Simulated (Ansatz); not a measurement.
**Ca3GeN: further runs on the relaxed cell**

One table from this session's results is given with a row withheld; the runs are named, their logs left out.

Method: DFT r2SCAN, scalar-relativistic, plane waves, PAW, in Ansatz 0.2.0.

1 further run of the same task is left out (set aside as unsound or not needed).

### The starting structure

The structure is cubic, space group Pm-3m (No. 221). Conventional cell: a = 4.792 Å, b = 4.792 Å, c = 4.792 Å, α = 90.00°, β = 90.00°, γ = 90.00°. Ca (site symmetry 4/mmm) is surrounded by 2 N at 2.40 Å. Ge (site symmetry m-3m) has 12 Ca at 3.39 Å in its first shell of neighbours. N (site symmetry m-3m) has 6 Ca at 2.40 Å in its first shell of neighbours.

As a file:

```cif
data_structure
_symmetry_space_group_name_H-M 'P 1'
_symmetry_Int_Tables_number 1
_cell_length_a 4.7921
_cell_length_b 4.7921
_cell_length_c 4.7921
_cell_angle_alpha 90.000
_cell_angle_beta 90.000
_cell_angle_gamma 90.000
_cell_volume 110.05
loop_
_atom_site_label
_atom_site_type_symbol
_atom_site_fract_x
_atom_site_fract_y
_atom_site_fract_z
_atom_site_occupancy
Ca1 Ca 0.00000 0.50000 0.50000 1
Ca2 Ca 0.50000 0.00000 0.50000 1
Ca3 Ca 0.50000 0.50000 0.00000 1
Ge1 Ge 0.00000 0.00000 0.00000 1
N1 N 0.50000 0.50000 0.50000 1
```

This cell was relaxed beforehand with the same method: volume 22.01 Å³/atom, gap on the mesh none (metal).

The first run:

Input file input.yaml:

```yaml
crystal:
  lattice:
    - [4.7921462122, 0.0, 0.0]
    - [0.0, 4.7921462122, 0.0]
    - [0.0, 0.0, 4.7921462122]
  atoms:
    - { symbol: Ca, position: [0.0, 0.5, 0.5] }
    - { symbol: Ca, position: [0.5, 0.0, 0.5] }
    - { symbol: Ca, position: [0.5, 0.5, 0.0] }
    - { symbol: Ge, position: [0.0, 0.0, 0.0] }
    - { symbol: "N", position: [0.5, 0.5, 0.5] }
basis:
  ecutwfc: 500
kpoints:
  mp_grid: { grid: [8, 8, 8] }
  band_path:
    path:
      - [[0.0, 0.0, 0.0], [0.0, 0.5, 0.0], [0.5, 0.5, 0.0], [0.0, 0.0, 0.0], [0.5, 0.5, 0.5], [0.0, 0.5, 0.0]]
      - [[0.5, 0.5, 0.5], [0.5, 0.5, 0.0]]
    npoints: 14
hamiltonian:
  xc: r2scan
scf:
  occupations: { method: gaussian, width: 0.1 }
  n_extra_bands: 12
output:
  forces: true
  stress: true
  eigenvalues: true
  populations: true
  dos: { projected: true, de: 0.02, nscf_kmesh: { grid: [12, 12, 12] } }
  bader: true
  write_density: true
  write_potential: true
  elf: true
  volumetric_format: npy
```

The run is started by

```console
$ ansatz run input.yaml --threads 1 --pin off --max-ram 2560MiB --backend cpu --events-out ev --progress --plain --runs-dir out
```

Steps of the session up to this table: Electronic structure at the relaxed geometry; The cell as listed, for comparison; Point at V/V0 = 0.97; Point at V/V0 = 1.03; The cell scaled to 0.94 of its volume; Volume × 1.06; Volume × 0.91; The cell scaled to 1.10 of its volume; Volume × 0.88.

One table of the session follows, with a row left open; its other results are not shown here.

It belongs to the step «Equation of state». 

```
volume (Å³/atom)  energy above the lowest point (meV/atom)  pressure (GPa)
          19.369                                      73.8           10.03
          20.029                                      39.1            6.90
          20.689                                      16.4            4.23
          21.350                                       3.8            1.95
          22.010                                       0.0           -0.01
          22.670                                       3.7           -1.70
          23.331                                         ?               ?
          24.211                                      35.6           -4.75
```

Q: Estimate the row for volume (Å³/atom) = 23.331 from the others.

Worked estimate for «energy above the lowest point (meV/atom)». A straight line through the neighbours (22.670, 3.7) and (24.211, 35.6) gives 3.7 + (35.6 − 3.7) × (23.331 − 22.670) / (24.211 − 22.670) = 17.4; a parabola fitted to 3 rows on both sides gives 13.4.

**Answer.** energy above the lowest point (meV/atom): 13.7; pressure (GPa): -3.14. In «energy above the lowest point (meV/atom)» the line misses by +3.7 and the parabola by -0.3.

Caveats from the session: The projections leave out shells that the potentials don't hold, such as empty d states. The final runs have no spin polarisation, so a magnetic state may lie lower.
